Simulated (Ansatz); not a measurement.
# CH₄FNSi: basis-set convergence

The task here is to estimate one member of a computed series from the others.

The runs use Ansatz 0.2.0, Gaussian basis; one geometry, several basis sets.

The runs, in order: PBE0-D4/def2-SVP; ωB97M-V/def2-SVP; PBE0-D4/def2-QZVPP; ωB97M-V/def2-QZVPP; the functionals' def2-TZVPP values are taken from earlier runs.

## The relaxed structure

The geometry comes from an earlier relaxation with PBE0-D4 in a triple-zeta def2 set; it is a stationary point, not always the lowest conformer.

SMILES `F/C=N/[SiH3]`, 8 atoms, charge 0, spin multiplicity 1.

Atoms are counted from 1 here; the program's logs count them from 0.

Bond lengths: F1–C2 1.336 Å, C2–N3 1.234 Å, C2–H5 1.095 Å, N3–Si4 1.735 Å, Si4–H6 1.482 Å, Si4–H7 1.492 Å, Si4–H8 1.482 Å. Angles: F1–C2–N3 121.3°, F1–C2–H5 109.1°, N3–C2–H5 129.6°, C2–N3–Si4 125.7°, N3–Si4–H6 108.0°, N3–Si4–H7 112.0°, N3–Si4–H8 108.0°, H6–Si4–H7 109.4°, H6–Si4–H8 110.0°, H7–Si4–H8 109.5°.

The first run:

Contents of in.yaml:

```yaml
crystal:
  periodic: [false, false, false]
  atoms:
    - {symbol: F, position_ang: [-1.624323, -1.628465, 1.464273]}
    - {symbol: C, position_ang: [-0.723534, -0.749703, 1.017111]}
    - {symbol: N, position_ang: [-0.565331, -0.551133, -0.190908]}
    - {symbol: Si, position_ang: [0.567732, 0.559295, -0.893658]}
    - {symbol: H, position_ang: [-0.212270, -0.294475, 1.871681]}
    - {symbol: H, position_ang: [-0.194239, 1.538723, -1.703525]}
    - {symbol: H, position_ang: [1.359792, 1.281854, 0.144004]}
    - {symbol: H, position_ang: [1.484272, -0.213096, -1.764976]}
basis:
  gaussian: {orbitals: def2-SVP}
hamiltonian: {xc: pbe0, dispersion: d4}
output: {orbitals: {seedname: orbitals}}
```

Steps of the session up to this table: PBE0-D4 in def2-SVP; ωB97M-V in def2-SVP; PBE0-D4 in def2-QZVPP; ωB97M-V in def2-QZVPP.

One table of the session follows, with a row left open; its other results are not shown here.

It belongs to the step «Functionals by basis». 

| functional | basis | HOMO (eV) |
| --- | --- | --- |
| PBE0-D4 | def2-SVP | -8.11 |
| PBE0-D4 | def2-TZVPP | -8.25 |
| PBE0-D4 | def2-QZVPP | -8.28 |
| ωB97M-V | def2-SVP | -10.42 |
| ωB97M-V | def2-TZVPP | ? |
| ωB97M-V | def2-QZVPP | -10.62 |

**Question.** Estimate the row for ωB97M-V, def2-TZVPP.

As computed: HOMO (eV): -10.59. In the column «HOMO (eV)» it lies between ωB97M-V, def2-QZVPP (-10.62) and ωB97M-V, def2-SVP (-10.42).
